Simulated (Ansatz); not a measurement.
# AlBN3 (element-swapped structure): how the settings move a single-point run

Question: which choices in the input matter for AlBN3 (element-swapped structure)?

Method: reference: DFT r2SCAN, plane waves, PAW, scalar-relativistic, no spin polarisation, in Ansatz 0.2.0.

**1. The starting structure**

The structure is trigonal, space group R-3c (No. 167). Conventional cell: a = 4.586 Å, b = 4.586 Å, c = 14.121 Å, α = 90.00°, β = 90.00°, γ = 120.00°. Around Al (site symmetry -3) lie 6 N at 1.98 Å. B (site symmetry 32) has 3 N at 1.42 Å as nearest neighbours. N (site symmetry 2) is surrounded by 1 B at 1.42 Å and 2 Al at 1.98 Å.

As a file:

```cif
data_structure
_symmetry_space_group_name_H-M 'R-3c:H'
_symmetry_Int_Tables_number 167
_cell_length_a 4.5858
_cell_length_b 4.5858
_cell_length_c 14.1205
_cell_angle_alpha 90.000
_cell_angle_beta 90.000
_cell_angle_gamma 120.000
_cell_volume 257.16
loop_
_atom_site_label
_atom_site_type_symbol
_atom_site_symmetry_multiplicity
_atom_site_Wyckoff_symbol
_atom_site_fract_x
_atom_site_fract_y
_atom_site_fract_z
_atom_site_occupancy
Al1 Al 6 b 0.00000 0.00000 0.50000 1
B1 B 6 a 0.33333 0.66667 0.41667 1
N1 N 18 e 0.02428 0.66667 0.41667 1
```

**2. Baseline**

Contents of input.yaml:

```yaml
crystal:
  lattice:
    - [4.585758, 0.0, 0.0]
    - [-2.292879, 3.971389, 0.0]
    - [-2.292879, 1.323796, 4.706849]
  atoms:
    - { symbol: Al, position: [0.0, 0.0, 0.0] }
    - { symbol: Al, position: [0.5, 0.5, 0.5] }
    - { symbol: B, position: [0.25, 0.75, 0.75] }
    - { symbol: B, position: [0.75, 0.25, 0.25] }
    - { symbol: "N", position: [0.94095, 0.75, 0.75] }
    - { symbol: "N", position: [0.25, 0.44095, 0.75] }
    - { symbol: "N", position: [0.55905, 0.05905, 0.75] }
    - { symbol: "N", position: [0.05905, 0.25, 0.25] }
    - { symbol: "N", position: [0.75, 0.55905, 0.25] }
    - { symbol: "N", position: [0.44095, 0.94095, 0.25] }
  symmetry: { tolerance: 0.0003 }
kpoints:
  mp_grid: { grid: [5, 5, 5], shift: [0, 0, 0] }
magnetization:
  spin_polarized: false
scf:
  occupations: { method: fermi_dirac }
hamiltonian:
  pseudopotentials: { kind: paw }
  xc: r2scan
basis:
  ecutwfc: 500
output:
  forces: true
  stress: true
  eigenvalues: true
```

Launch:

```sh
$ ansatz run input.yaml --threads 1 --pin off --max-ram 2560MiB --backend cpu --events-out ev --progress --plain --runs-dir out
```

What it wrote, shortened:

```text
Warning: crystal.lattice misses the space group found at crystal.symmetry.tolerance 3.0e-4 in a digit that the deck types, which is why this is a warning: making the lattice exact moves one of its numbers by a whole unit of that number's last typed decimal, or more. The operation that it [...]
Warning: RAYON_NUM_THREADS=1 ignored (pool sized by the plan → 1); use --threads N
[...]
Pseudopotentials: kind: paw
Pseudopotential: Al, paw, valence charge 3, recommended cutoff 500 eV (meta_gga), Al.paw.azcp
Pseudopotential: B, paw, valence charge 3, recommended cutoff 500 eV (meta_gga), B.paw.azcp
Pseudopotential: N, paw, valence charge 5, recommended cutoff 500 eV (meta_gga), N.paw.azcp
Functional definition: r2SCAN
[...]
Crystal: 10 atoms, lattice volume = 85.720 Å³
Basis set: ecut = 500 eV, 2171 PW (Γ), exchange–correlation on 144×144×160 points (64 copies of the dense FFT grid, shifted against one another)
Bands: 31, of which v1, the nominal top of the filled ones, is band 21 counted from 1 (20 counted from 0)
Symmetry: 12 space group operations
Space group: R-3c (ITA 167), of the structure as read, at distance tolerance 1.3e-3 Å
k-points: 19 of 125
[...]
SCF iter   1: F=—  HF=-3702.191839 eV  |F-HF|=—  |Δ(HF+E_count)|=         —  Δρ=1.41e-2  dr2=9.48e-2  dr2_τ=9.19e-1  ethr=1.77e-3  ⟨swp⟩=7.4  Hψ=3189  notcnv=0  defer=17
[...]
SCF iter   8: F=-3702.528394 eV  HF=-3702.528394 eV  |F-HF|=2.68e-9  |Δ(HF+E_count)|=   1.77e-8  Δρ=4.78e-6  dr2=1.18e-8  dr2_τ=5.69e-10  ethr=2.38e-10  ⟨swp⟩=4.5  Hψ=1905  notcnv=0
[...]
SCF converged after 8 iterations
Free energy (F): -3702.528394 eV
[...]
E sigma→0 (E₀):  -3702.420835 eV
Entropy (-TS):   -0.215117 eV (-21.512 meV/atom)
Fermi energy:    7.008253 eV
[...]
--- Forces (eV/Å), atoms counted from 1 ---
  atom   1  Al     0.00000000     0.00000000     0.00000000
  atom   2  Al    -0.00000000     0.00000000     0.00000000
  atom   3  B     -0.00000000     0.00000000    -0.00000000
  atom   4  B      0.00000000     0.00000000     0.00000000
  atom   5  N     -0.73982027     0.00000000    -0.00000000
  atom   6  N      0.36991013    -0.64070314    -0.00000002
  atom   7  N      0.36991013     0.64070314     0.00000002
  atom   8  N      0.73982027    -0.00000000     0.00000000
[...]
--- Stress (GPa, compression-positive) ---
       11.810314       0.000000      -0.000000
        0.000000      11.810314       0.000000
       -0.000000       0.000000      -1.412684
  P = ⅓ Tr σ = 7.4026 GPa (74.026 kbar)
--- Band table (eV; the first three rows and the last of 19) ---
[...]
```

It took 4.8 s on 1 thread of Intel Xeon 6975P-C (Granite Rapids), shared host; peak memory 0.62 GiB.

**3. Changed: pseudopotentials.source jth**

Changes to input.yaml since step 2:

```diff
@@ -24,3 +24,3 @@
 hamiltonian:
-  pseudopotentials: { kind: paw }
+  pseudopotentials: { kind: paw, source: jth }
   xc: r2scan
@@ -32 +32,5 @@
   eigenvalues: true
+  write_density: true
+  write_potential: true
+  elf: true
+  volumetric_format: npy
```

Launch:

```sh
$ ansatz run input.yaml --threads 1 --pin off --max-ram 2560MiB --backend cpu --events-out ev --progress --plain --runs-dir out
```

What it wrote, shortened:

```text
Warning: crystal.lattice misses the space group found at crystal.symmetry.tolerance 3.0e-4 in a digit that the deck types, which is why this is a warning: making the lattice exact moves one of its numbers by a whole unit of that number's last typed decimal, or more. The operation that it [...]
Warning: basis.ecutwfc = 500 eV is below the records' recommended 1320 eV, and the density's cutoff is lower with it unless basis.ecutrho_ratio is high enough to keep the records' density cutoff: compare with a run at a higher cutoff
Warning: <dir> the checks of this Al dataset prove no rule for summing its radial tables, as where they were carried onto another mesh than they were made on, and Gregory's rule is taken, under which a leading mesh point left out moves its sums only by what lay on the interval it spanned. [...]
Warning: <dir> the checks of this B dataset prove no rule for summing its radial tables, as where they were carried onto another mesh than they were made on, and Gregory's rule is taken, under which a leading mesh point left out moves its sums only by what lay on the interval it spanned. [...]
Warning: <dir> the checks of this N dataset prove no rule for summing its radial tables, as where they were carried onto another mesh than they were made on, and Gregory's rule is taken, under which a leading mesh point left out moves its sums only by what lay on the interval it spanned. [...]
Warning: RAYON_NUM_THREADS=1 ignored (pool sized by the plan → 1); use --threads N
[...]
[... 1 set-up line as earlier in the session ...]
[...]
[... 1 set-up line as earlier in the session ...]
[...]
Crystal: 10 atoms, lattice volume = 85.720 Å³
Basis set: ecut = 500 eV, 2171 PW (Γ), exchange–correlation on 144×144×160 points (64 copies of the dense FFT grid, shifted against one another)
Bands: 31, of which v1, the nominal top of the filled ones, is band 21 counted from 1 (20 counted from 0)
[... 2 set-up lines as earlier in the session ...]
k-points: 19 of 125
[...]
SCF iter   1: F=—  HF=-3702.537381 eV  |F-HF|=—  |Δ(HF+E_count)|=         —  Δρ=1.25e-1  dr2=9.28e0  dr2_τ=2.35e0  ethr=3.10e-3  ⟨swp⟩=7.2  Hψ=3940  notcnv=0  defer=10
[...]
SCF iter   8: F=-3701.157985 eV  HF=-3701.157985 eV  |F-HF|=3.75e-9  |Δ(HF+E_count)|=   1.05e-7  Δρ=3.02e-6  dr2=5.35e-9  dr2_τ=7.04e-10  ethr=2.38e-10  ⟨swp⟩=21.2  Hψ=5689  notcnv=0
[...]
SCF converged after 8 iterations
Free energy (F): -3701.157985 eV
[...]
E sigma→0 (E₀):  -3701.050566 eV
Entropy (-TS):   -0.214839 eV (-21.484 meV/atom)
Fermi energy:    7.010468 eV
[...]
--- Forces (eV/Å), atoms counted from 1 ---
  atom   1  Al     0.00000000    -0.00000000     0.00000000
  atom   2  Al    -0.00000000     0.00000000     0.00000000
  atom   3  B     -0.00000000     0.00000000    -0.00000000
  atom   4  B      0.00000000    -0.00000000     0.00000000
  atom   5  N     -0.81113139     0.00000000    -0.00000000
  atom   6  N      0.40556569    -0.70246039    -0.00000002
  atom   7  N      0.40556569     0.70246039     0.00000002
  atom   8  N      0.81113139     0.00000000     0.00000000
[...]
--- Stress (GPa, compression-positive) ---
       12.292374       0.000000      -0.000000
        0.000000      12.292374       0.000000
       -0.000000       0.000000      -1.167821
  P = ⅓ Tr σ = 7.8056 GPa (78.056 kbar)
--- Band table (eV; the first three rows and the last of 19) ---
[...]
```

Run time: 5.1 s. Hardware: 1 thread of Intel Xeon 6975P-C (Granite Rapids), shared host; peak memory 0.58 GiB.

A change of potentials puts the total energy on another scale; the pressure goes from 7.4 to 7.8 GPa and the largest force goes from 0.74 to 0.81 eV/Å. The cutoff is far under what these potentials recommend, so these values carry a basis error that can be large.

**4. Changed: xc pbesol**

Changes to input.yaml since step 2:

```diff
@@ -25,3 +25,3 @@
   pseudopotentials: { kind: paw }
-  xc: r2scan
+  xc: pbesol
 basis:
```

Launch:

```sh
$ ansatz run input.yaml --threads 1 --pin off --max-ram 2560MiB --backend cpu --events-out ev --progress --plain --runs-dir out
```

What it wrote, shortened:

```text
Warning: crystal.lattice misses the space group found at crystal.symmetry.tolerance 3.0e-4 in a digit that the deck types, which is why this is a warning: making the lattice exact moves one of its numbers by a whole unit of that number's last typed decimal, or more. The operation that it [...]
Warning: RAYON_NUM_THREADS=1 ignored (pool sized by the plan → 1); use --threads N
[...]
[... 1 set-up line as earlier in the session ...]
Pseudopotential: Al, paw, valence charge 3, recommended cutoff 420 eV (normal), Al.paw.azcp
Pseudopotential: B, paw, valence charge 3, recommended cutoff 420 eV (normal), B.paw.azcp
Pseudopotential: N, paw, valence charge 5, recommended cutoff 420 eV (normal), N.paw.azcp
Functional definition: PBEsol
[...]
Crystal: 10 atoms, lattice volume = 85.720 Å³
Basis set: ecut = 500 eV, 2171 PW (Γ), exchange–correlation on 72×72×80 points (8 copies of the dense FFT grid, shifted against one another)
Bands: 31, of which v1, the nominal top of the filled ones, is band 21 counted from 1 (20 counted from 0)
[... 1 set-up line as earlier in the session ...]
[...]
SCF iter   6: F=-3625.006498 eV  HF=-3625.006498 eV  |F-HF|=1.64e-9  |Δ(HF+E_count)|=   1.79e-7  Δρ=7.83e-6  dr2=4.14e-8  ethr=2.38e-10  ⟨swp⟩=11.8  Hψ=2909  notcnv=0
[...]
SCF converged after 6 iterations
Free energy (F): -3625.006498 eV
[...]
E sigma→0 (E₀):  -3624.892296 eV
Entropy (-TS):   -0.228406 eV (-22.841 meV/atom)
Fermi energy:    7.065690 eV
[...]
--- Forces (eV/Å), atoms counted from 1 ---
  atom   1  Al    -0.00000000     0.00000000     0.00000000
  atom   2  Al     0.00000000     0.00000000     0.00000000
  atom   3  B     -0.00000000     0.00000000    -0.00000000
  atom   4  B      0.00000000    -0.00000000     0.00000000
  atom   5  N     -0.84090828     0.00000000    -0.00000000
  atom   6  N      0.42045414    -0.72824793    -0.00000003
  atom   7  N      0.42045414     0.72824793     0.00000003
  atom   8  N      0.84090828    -0.00000000     0.00000000
[...]
--- Stress (GPa, compression-positive) ---
       11.476882       0.000000      -0.000000
        0.000000      11.476882       0.000000
       -0.000000       0.000000      -2.382251
  P = ⅓ Tr σ = 6.8572 GPa (68.572 kbar)
--- Band table (eV; the first three rows and the last of 19) ---
[...]
```

Wall time 2.1 s (1 thread of Intel Xeon 6975P-C (Granite Rapids), shared host); peak memory 0.4 GiB.

A change of functional puts the total energy on another scale; the pressure goes from 7.4 to 6.9 GPa and the largest force goes from 0.74 to 0.84 eV/Å. At this fixed cell a lower pressure means that this functional prefers a smaller volume than the reference. Cost: 6 SCF cycles against 8, 2.1 s against 4.8 s.

**5. Changing settings: mixing.algorithm broyden, mixing.beta 0.05, mixing.ndim 16**

Changes to input.yaml since step 2:

```diff
@@ -23,2 +23,3 @@
   occupations: { method: fermi_dirac }
+  mixing: { algorithm: broyden, beta: 0.05, ndim: 16 }
 hamiltonian:
```

Launch:

```sh
$ ansatz run input.yaml --threads 1 --pin off --max-ram 2560MiB --backend cpu --events-out ev --progress --plain --runs-dir out
```

What it wrote, shortened:

```text
Warning: crystal.lattice misses the space group found at crystal.symmetry.tolerance 3.0e-4 in a digit that the deck types, which is why this is a warning: making the lattice exact moves one of its numbers by a whole unit of that number's last typed decimal, or more. The operation that it [...]
Warning: RAYON_NUM_THREADS=1 ignored (pool sized by the plan → 1); use --threads N
[...]
[... 5 set-up lines as earlier in the session ...]
[...]
Crystal: 10 atoms, lattice volume = 85.720 Å³
Basis set: ecut = 500 eV, 2171 PW (Γ), exchange–correlation on 144×144×160 points (64 copies of the dense FFT grid, shifted against one another)
Bands: 31, of which v1, the nominal top of the filled ones, is band 21 counted from 1 (20 counted from 0)
[... 1 set-up line as earlier in the session ...]
[...]
SCF converged after 15 iterations
Stability not checked: this state was not tested for a lower state beside it, because the mixer in use, unlike msr1, does not test its closes by its own steps (another_mixer; see scf.mixing.algorithm and scf.lower_state_search)
Free energy (F): -3702.528394 eV
[...]
E sigma→0 (E₀):  -3702.420835 eV
Entropy (-TS):   -0.215117 eV (-21.512 meV/atom)
Fermi energy:    7.008218 eV
[...]
--- Forces (eV/Å), atoms counted from 1 ---
  atom   1  Al     0.00000000    -0.00000000     0.00000000
  atom   2  Al     0.00000000    -0.00000000     0.00000000
  atom   3  B     -0.00000000     0.00000000    -0.00000000
  atom   4  B      0.00000000     0.00000000     0.00000000
  atom   5  N     -0.73985242     0.00000000    -0.00000000
  atom   6  N      0.36992621    -0.64073099    -0.00000002
  atom   7  N      0.36992621     0.64073099     0.00000002
  atom   8  N      0.73985242    -0.00000000     0.00000000
[...]
--- Stress (GPa, compression-positive) ---
       11.810162       0.000000      -0.000000
        0.000000      11.810162       0.000000
       -0.000000       0.000000      -1.412701
  P = ⅓ Tr σ = 7.4025 GPa (74.025 kbar)
--- Band table (eV; the first three rows and the last of 19) ---
[...]
```

It took 6.4 s on 1 thread of Intel Xeon 6975P-C (Granite Rapids), shared host; peak memory 0.62 GiB.

Same state: the changed mixing leaves the energy within 0.5 meV/atom. Cost: 15 SCF cycles against 8.

**6. A further run, with the input changed**

Changes to input.yaml since step 2:

```diff
@@ -6,3 +6,3 @@
   atoms:
-    - { symbol: Al, position: [0.0, 0.0, 0.0] }
+    - { symbol: Al, position: [0.0, 0.0, 0.0], spin: 2.0 }
     - { symbol: Al, position: [0.5, 0.5, 0.5] }
@@ -19,6 +19,5 @@
   mp_grid: { grid: [5, 5, 5], shift: [0, 0, 0] }
-magnetization:
-  spin_polarized: false
 scf:
   occupations: { method: fermi_dirac }
+  max_iter: 60
 hamiltonian:
```

Launch:

```sh
$ ansatz run input.yaml --threads 1 --pin off --max-ram 2560MiB --backend cpu --events-out ev --progress --plain --runs-dir out
```

What it wrote:

```text
Error: inconsistent input (magnetization.spin_polarized): false but per-atom `spin:`, `per_species`, `initial_magnetization`, `magnetic_field`, or `spin_locking` is set
```

Wall time 0.02 s (1 thread of Intel Xeon 6975P-C (Granite Rapids), shared host); peak memory 0.039 GiB.

**7. Reading the log**

The run ended at the input check. Its message: «inconsistent input (magnetization.spin_polarized): false but per-atom `spin:`, `per_species`, `initial_magnetization`, `magnetic_field`, or `spin_locking` is set»

In the input, magnetization.spin_polarized is missing. The atoms carry spins in the input while the run has one spin channel.

Fix: make the spin settings agree.

**8. Comparison**

| run | ending | energy change | pressure (GPa) | gap (eV) | force (eV/Å) | cycles | time |
| --- | --- | --- | --- | --- | --- | --- | --- |
| reference | converged | 0 | 7.4 | 0.00 | 0.74 | 8 | 4.8 s |
| 1: pseudopotentials.source jth | converged | not comparable | 7.8 | 0.00 | 0.81 | 8 | 5.1 s |
| 2: xc pbesol | converged | not comparable | 6.9 | 0.00 | 0.84 | 6 | 2.1 s |
| 3: mixing.algorithm broyden, mixing.beta 0.05, mixing.ndim 16 | converged | 0.0 meV/atom | 7.4 | 0.00 | 0.74 | 15 | 6.4 s |
| 4: starting moments, spin_polarized left out | refused | - | - | - | - | - | 0.02 s |

Times don't compare one to one where runs were asked for different outputs or read a saved state (see the inputs); cycles may leave out searches for a lower state.

Residual by cycle in the longest SCF loop of each run; runs are numbered as in the table. The quantity is the density residual dr2, in eV.

| cycle | reference | run 1 | run 2 | run 3 |
| --- | --- | --- | --- | --- |
| 1 | 0.0948 | 9.28 | 0.0797 | 0.0948 |
| 2 | 0.0436 | 2.64 | 0.0198 | 0.11 |
| 4 | 2.6e-4 | 0.00566 | 3.1e-5 | 0.0174 |
| 5 | 2.2e-5 | 2.6e-4 | 1.0e-6 | 0.00268 |
| 6 | 8.0e-7 | 1.5e-5 | 4.1e-8 | 0.00198 |
| 7 | 1.0e-7 | 1.3e-7 | - | 1.4e-4 |
| 9 | - | - | - | 4.5e-5 |
| 10 | - | - | - | 3.0e-6 |
| 11 | - | - | - | 2.7e-6 |
| 12 | - | - | - | 2.0e-7 |
| 14 | - | - | - | 1.1e-7 |
| 15 | - | - | - | 5.7e-9 |

«mixing.algorithm broyden, mixing.beta 0.05, mixing.ndim 16» leaves the energy as it was. Run 1 ran under the cutoff that the potentials recommend, as the log warns, so basis error is mixed into its values, and swamps them where the cutoff is far short. 1 of the 4 altered inputs did not end normally.

The reference has limits of its own: its mesh is coarse for a cell with so small a gap or none; the structure is made up and not relaxed.
